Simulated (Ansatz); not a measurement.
# C₂H₂F₂Ge: up Jacob's ladder to CCSD(T)

An exercise on one series of results from a longer session: the logs are not shown, and one member is left open.

The runs use Ansatz 0.2.0, Gaussian basis; functionals in def2-TZVPP, the program's frozen cores in correlated methods.

Levels to be run: PBE-D4, r2SCAN-D4, PBE0-D4, B3LYP-D4, ωB97X-V, ωB97M-V, B2PLYP; CCSD(T)/def2-TZVPP; MP2/def2-QZVPP; extrapolation to the limit.

## Structure used throughout

All runs share one geometry, relaxed beforehand with PBE0-D4 in a triple-zeta def2 set.

SMILES `F[C]1=[C](F)[GeH2]1`, 7 atoms, charge 0, spin multiplicity 1.

Atoms are counted from 1 here; the program's logs count them from 0.

Bond lengths: F1–C2 1.319 Å, C2–C3 1.320 Å, C2–Ge5 1.920 Å, C3–F4 1.319 Å, C3–Ge5 1.920 Å, Ge5–H6 1.536 Å, Ge5–H7 1.536 Å. Angles: F1–C2–C3 138.1°, F1–C2–Ge5 152.0°, C3–C2–Ge5 69.9°, C2–C3–F4 138.1°, C2–C3–Ge5 69.9°, F4–C3–Ge5 152.0°, C2–Ge5–C3 40.2°, C2–Ge5–H6 121.2°, C2–Ge5–H7 121.2°, C3–Ge5–H6 121.2°, C3–Ge5–H7 121.2°, H6–Ge5–H7 113.1°.

Set-up of the first run:

Contents of in.yaml:

```yaml
crystal:
  periodic: [false, false, false]
  atoms:
    - {symbol: F, position_ang: [0.978473, -1.248895, 1.702367]}
    - {symbol: C, position_ang: [0.414710, -0.607230, 0.697753]}
    - {symbol: C, position_ang: [-0.157704, -0.897867, -0.455236]}
    - {symbol: F, position_ang: [-0.444931, -1.971612, -1.164730]}
    - {symbol: Ge, position_ang: [-0.154470, 1.002865, -0.180746]}
    - {symbol: H, position_ang: [-1.424159, 1.744845, 0.262565]}
    - {symbol: H, position_ang: [0.849380, 1.909994, -0.907772]}
basis:
  gaussian: {orbitals: def2-TZVPP}
hamiltonian: {xc: pbe, dispersion: d4}
output: {forces: true, orbitals: {seedname: orbitals}}
```

On the command line:

```
ansatz run in.yaml --threads 4 --pin off --events-out ev --progress --plain --max-ram 10444MiB
```

Among the steps run: PBE-D4 (GGA); r2SCAN-D4 (meta-GGA); PBE0-D4 (hybrid); B3LYP-D4 (hybrid); ωB97X-V (range-separated); ωB97M-V (range-separated); B2PLYP (double hybrid); CCSD(T) in def2-TZVPP; MP2 in def2-QZVPP.

One of the session's tables, all rows but one given; the rest of the session is left out.

| method | atomisation energy (kJ/mol) |
| --- | --- |
| PBE-D4 | 2593.8 |
| r2SCAN-D4 | 2491.2 |
| PBE0-D4 | 2487.6 |
| B3LYP-D4 | 2442.3 |
| ωB97X-V | 2473.2 |
| ωB97M-V | 2457.7 |
| B2PLYP | 2428.4 |
| HF/def2-TZVPP | 1587.2 |
| MP2/def2-TZVPP | 2485.1 |
| CCSD/def2-TZVPP | 2322.1 |
| CCSD(T)/def2-TZVPP | 2390.7 |
| MP2/CBS | 2554.6 |
| CCSD(T)/CBS | ? |

Q: Estimate the row for CCSD(T)/CBS from the others.

As computed: atomisation energy (kJ/mol): 2460.1. In the column «atomisation energy (kJ/mol)» it lies between ωB97M-V (2457.7) and ωB97X-V (2473.2).

Among the levels timed on like hardware and quicker than the yardstick, those that no quicker one beats, quickest first: PBE-D4 (1.9 s, +133.7 kJ/mol); PBE0-D4 (2.2 s, +27.5 kJ/mol); B3LYP-D4 (3.3 s, -17.8 kJ/mol); ωB97X-V (6 s, +13.1 kJ/mol); ωB97M-V (8.5 s, -2.4 kJ/mol).

B2PLYP carry no dispersion term (for B3LYP, D4 adds 21.3 kJ/mol).
